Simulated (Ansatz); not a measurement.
**TaRu: stress in a strained cell**

Aim: deform TaRu (zz strain of +1 %) and compute stress, forces and field gradients with LAPW, PAW and all-electron datasets made for the crystal.

Computed with Ansatz 0.2.0 (DFT LDA, scalar-relativistic, unless a step's input says otherwise).

## 1. The system as given

The structure is cubic, space group Pm-3m (No. 221). Conventional cell: a = 3.187 Å, b = 3.187 Å, c = 3.187 Å, α = 90.00°, β = 90.00°, γ = 90.00°. Around Ta (site symmetry m-3m) lie 8 Ru at 2.76 Å. Around Ru (site symmetry m-3m) lie 8 Ta at 2.76 Å.

Coordinates:

```cif
data_structure
_symmetry_space_group_name_H-M 'Pm-3m'
_symmetry_Int_Tables_number 221
_cell_length_a 3.1870
_cell_length_b 3.1870
_cell_length_c 3.1870
_cell_angle_alpha 90.000
_cell_angle_beta 90.000
_cell_angle_gamma 90.000
_cell_volume 32.37
loop_
_atom_site_label
_atom_site_type_symbol
_atom_site_symmetry_multiplicity
_atom_site_Wyckoff_symbol
_atom_site_fract_x
_atom_site_fract_y
_atom_site_fract_z
_atom_site_occupancy
Ta1 Ta 1 b 0.50000 0.50000 0.50000 1
Ru1 Ru 1 a 0.00000 0.00000 0.00000 1
```

The file gives the conventional cell by its symmetry; the runs use the cell typed in the input.

Atoms are numbered in the order of the input: Ta1, Ru2.

## 2. The deformed structure

Space group Pm-3m before, P4/mmm after.

## 3. LAPW, all electrons

Contents of input.yaml:

```yaml
crystal:
  lattice:
    - [3.187, 0.0, 0.0]
    - [0.0, 3.187, 0.0]
    - [0.0, 0.0, 3.21887]
  atoms:
    - { symbol: Ta, position: [0.5, 0.5, 0.5] }
    - { symbol: Ru, position: [0.0, 0.0, 0.0] }
kpoints:
  mp_grid: { grid: [13, 13, 13] }
  band_path:
    path:
      - [0.0, 0.0, 0.0]
      - [0.0, 0.5, 0.0]
      - [0.5, 0.5, 0.0]
      - [0.0, 0.0, 0.0]
      - [0.0, 0.0, 0.5]
      - [0.0, 0.5, 0.5]
      - [0.5, 0.5, 0.5]
      - [0.0, 0.0, 0.5]
      - [0.0, 0.5, 0.0]
    npoints: 5
scf:
  occupations: { method: fermi_dirac, width: 0.03 }
hamiltonian:
  xc: lda
  pseudopotentials: { kind: all_electron, lapw: { basis_error: 0.00025 } }
output:
  forces: true
  stress: true
  eigenvalues: true
```

Started as:

```console
$ ansatz run input.yaml --threads 1 --pin off --max-ram 3072MiB --backend cpu --events-out ev --progress --plain --runs-dir out
```

Output (excerpt; [...] marks lines left out):

```text
LAPW: plane waves up to 9.020 Å⁻¹, error target 2.5e-4 eV per atom; small_component_spin mean_spin; Ru in spheres of 1.348 Å, 32 of its electrons in bands, Dirac shells []; Ta in spheres of 1.421 Å, 43 of its electrons in bands, Dirac shells []
[...]
Pseudopotentials: kind: all_electron
Pseudopotential: Ta, LAPW, valence charge 43, Koelling and Harmon's equation, gaussian nucleus
Pseudopotential: Ru, LAPW, valence charge 32, Koelling and Harmon's equation, gaussian nucleus
Functional definition: SPW92
[...]
Crystal: 2 atoms, lattice volume = 32.694 Å³
Basis set: ecut = 310.0058028708381 eV, 421 PW (Γ), exchange–correlation at level 2
Bands: 45, of which v1, the nominal top of the filled ones, is band 38 counted from 1 (37 counted from 0)
Symmetry: 16 space group operations
Space group: P4/mmm (ITA 123), of the structure as read, at distance tolerance 3.2e-5 Å
k-points: 196 of 2197
[...]
SCF iter   1: F=—  HF=-547495.984478 eV  |F-HF|=—  |Δ(HF+E_count)|=         —  Δρ=5.81e-2  dr2=1.24e0  ethr=1.65e-3  ⟨swp⟩=2.0  Hψ=52577  notcnv=0
[...]
the basis was enlarged: its passes take 545.0 KiB over the memory plan, 1 of 1 planned eigensolver slots
[...]
SCF iter  13: F=-547494.921683 eV  HF=-547494.921683 eV  |F-HF|=4.66e-9  |Δ(HF+E_count)|=   3.00e-8  Δρ=2.56e-6  dr2=1.87e-9  ethr=2.99e-10  ⟨swp⟩=2.0  Hψ=26083  notcnv=0
[...]
NSCF: frozen V_eff on 41 k-points
SCF converged after 13 iterations
Free energy (F): -547494.921683 eV
[...]
E sigma→0 (E₀):  -547494.916518 eV
Entropy (-TS):   -0.010329 eV (-5.164 meV/atom)
Fermi energy:    24.833292 eV
[...]
--- Forces (eV/Å), atoms counted from 1 ---
  atom   1  Ta     0.00000000     0.00000000     0.00000000
  atom   2  Ru    -0.00000000     0.00000000     0.00000000
[...]
--- Stress (GPa, compression-positive) ---
      -19.127527       0.000000       0.000000
        0.000000     -19.127527       0.000000
        0.000000       0.000000     -16.427946
  P = ⅓ Tr σ = -18.2277 GPa (-182.277 kbar)
--- Band table (eV; the first three rows and the last of 196) ---
[...]
```

Wall time 1.8 min (1 thread of Arm Neoverse V2, shared host); peak memory 1 GiB.

In short: pressure -18.23 GPa; no gap.

## 4. PAW on the default files

Contents of input.yaml:

```yaml
crystal:
  lattice:
    - [3.187, 0.0, 0.0]
    - [0.0, 3.187, 0.0]
    - [0.0, 0.0, 3.21887]
  atoms:
    - { symbol: Ta, position: [0.5, 0.5, 0.5] }
    - { symbol: Ru, position: [0.0, 0.0, 0.0] }
kpoints:
  mp_grid: { grid: [13, 13, 13] }
scf:
  occupations: { method: fermi_dirac, width: 0.03 }
hamiltonian:
  xc: lda
  pseudopotentials: { kind: paw }
output:
  forces: true
  stress: true
  eigenvalues: true
  efg: { contact_densities: true }
```

Started as:

```console
$ ansatz run input.yaml --threads 1 --pin off --max-ram 3072MiB --backend cpu --events-out ev --progress --plain --runs-dir out
```

Output (excerpt; [...] marks lines left out):

```text
Ru, Ta: output.efg is read without spin–orbit coupling, which moves field gradients at and beside such atoms by some per cent and up to a factor of two; PAW files take it under magnetization.noncollinear and magnetization.spin_orbit
[...]
Pseudopotentials: kind: paw
Pseudopotential: Ta, paw, valence charge 13, recommended cutoff 420 eV (normal)
Pseudopotential: Ru, paw, valence charge 16, recommended cutoff 420 eV (normal)
Functional definition: SPW92
[...]
Crystal: 2 atoms, lattice volume = 32.694 Å³
Basis set: ecut = 420 eV, 619 PW (Γ)
Bands: 19, of which v1, the nominal top of the filled ones, is band 15 counted from 1 (14 counted from 0)
Symmetry: 16 space group operations
Space group: P4/mmm (ITA 123), of the structure as read, at distance tolerance 3.2e-5 Å
k-points: 196 of 2197
[...]
  atom   2  Ru    -0.00000000    -0.00000000     0.00000000
[...]
--- Stress (GPa, compression-positive) ---
      -19.279361       0.000000       0.000000
        0.000000     -19.279361       0.000000
        0.000000       0.000000     -16.574570
  P = ⅓ Tr σ = -18.3778 GPa (-183.778 kbar)
--- PAW observables at the nuclei: V_zz in 10²¹ V/m², potentials from the cell's mean, atoms counted from 1 ---
  atom   1  Ta V_zz =    -0.004029   η = 0.0000   by run symmetry: allowed
            electrostatic potential = -14500.414428 V   contact ρ = 8123773.963458 e/Å³
  atom   2  Ru V_zz =    -0.213337   η = 0.0000   by run symmetry: allowed
            electrostatic potential = -6804.573814 V   contact ρ = 716483.156815 e/Å³
--- Band table (eV; the first three rows and the last of 196) ---
  k-point 0: bands = ["-52.4818", "-48.1369", "-22.5130", "-22.5130", "-22.5080", "-14.4835", "-14.4732", "-14.4732", "11.7899", "14.7766", "14.7888", "18.1705", "18.1705", "18.2517", "21.3838", "21.5237", "24.4024", "24.4179", "24.4179"]
[...]
```

Wall time 6.2 s (1 thread of Arm Neoverse V2, shared host); peak memory 0.44 GiB.

This run gives: pressure -18.38 GPa; no gap; Vzz Ta1 0.00 (η = 0.00), Ru2 -0.21 (η = 0.00) (10²¹ V/m²).

## 5. All-electron PAW on datasets made for the crystal

Changes to input.yaml since step 4:

```diff
@@ -14,3 +14,3 @@
   xc: lda
-  pseudopotentials: { kind: paw }
+  pseudopotentials: { kind: all_electron, datasets: crystal }
 output:
```

Started as:

```console
$ ansatz run input.yaml --threads 1 --pin off --max-ram 3072MiB --backend cpu --events-out ev --progress --plain --runs-dir out
```

Output (excerpt; [...] marks lines left out):

```text
[...]
band count auto-derived: 21 (N_el = 29.0; filled up to band 15; 19 by the electrons, moments and atoms)
Ru, Ta: output.efg is read without spin–orbit coupling, which moves field gradients at and beside such atoms by some per cent and up to a factor of two; PAW files take it under magnetization.noncollinear and magnetization.spin_orbit
[...]
Pseudopotentials: kind: all_electron
Pseudopotential: Ta, paw, valence charge 27, recommended cutoff 260 eV (normal), Koelling and Harmon's equation, gaussian nucleus
Pseudopotential: Ru, paw, valence charge 16, recommended cutoff 260 eV (normal), Koelling and Harmon's equation, gaussian nucleus
Functional definition: SPW92
[...]
Crystal: 2 atoms, lattice volume = 32.694 Å³
Basis set: ecut = 260 eV, 305 PW (Γ)
Bands: 21, of which v1, the nominal top of the filled ones, is band 15 counted from 1 (14 counted from 0)
[...]
--- Stress (GPa, compression-positive) ---
      -19.127763       0.000000       0.000000
        0.000000     -19.127763       0.000000
        0.000000       0.000000     -16.427871
  P = ⅓ Tr σ = -18.2278 GPa (-182.278 kbar)
  It holds what live shells' own plane waves past their cutoff add
--- PAW observables at the nuclei: V_zz in 10²¹ V/m², potentials from the cell's mean, atoms counted from 1 ---
  atom   1  Ta V_zz =    -0.016633   η = 0.0000   by run symmetry: allowed
            electrostatic potential = -14494.510226 V   contact ρ = 8119639.974926 e/Å³
  atom   2  Ru V_zz =    -0.216264   η = 0.0000   by run symmetry: allowed
            electrostatic potential = -6800.724587 V   contact ρ = 716502.767663 e/Å³
--- Band table (eV; the first three rows and the last of 196) ---
  k-point 0: bands = ["-48.1221", "-43.7915", "-18.1601", "-18.1601", "-18.1553", "-10.1471", "-10.1366", "-10.1366", "16.1211", "19.1083", "19.1206", "22.5025", "22.5025", "22.5838", "25.7186", "25.8585", "28.7384", "28.7538", "28.7538"]
[...]
```

It took 46 s on 1 thread of Arm Neoverse V2, shared host; peak memory 1.3 GiB.

Result: pressure -18.23 GPa; no gap; Vzz Ta1 -0.02 (η = 0.00), Ru2 -0.22 (η = 0.00) (10²¹ V/m²).

## 6. Side by side

Stress (GPa, compression positive):

| method | xx | yy | zz | yz | xz | xy |
| --- | --- | --- | --- | --- | --- | --- |
| LAPW | -19.13 | -19.13 | -16.43 | 0.00 | 0.00 | 0.00 |
| PAW | -19.28 | -19.28 | -16.57 | 0.00 | 0.00 | 0.00 |
| crystal datasets | -19.13 | -19.13 | -16.43 | 0.00 | 0.00 | 0.00 |

| method | pressure (GPa) | Vzz Ta1 (10²¹ V/m²) | Vzz Ru2 (10²¹ V/m²) | SCF cycles, all passes |
| --- | --- | --- | --- | --- |
| LAPW | -18.23 | – | – | 13 |
| PAW | -18.38 | 0.00 | -0.21 | 7 |
| crystal datasets | -18.23 | -0.02 | -0.22 | 10 |

## 7. What came out

| quantity | value |
| --- | --- |
| pressure | LAPW -18.23, PAW -18.38, crystal datasets -18.23 GPa |
| largest shear or deviatoric stress (LAPW) | 1.80 GPa |

In words: The largest part of the stress beyond the pressure is 1.80 GPa in size, in the zz component; the atoms are carried along and not relaxed. No run of the undeformed cell stands beside it, so the pressure holds what the given cell had before the change. PAW: stress within 0.15 GPa of LAPW. Crystal datasets: stress within 0.01 GPa of LAPW. Spin-orbit coupling is left out, though the cell holds Ta; in elements this heavy it can shift bands and gaps by tenths of an eV.
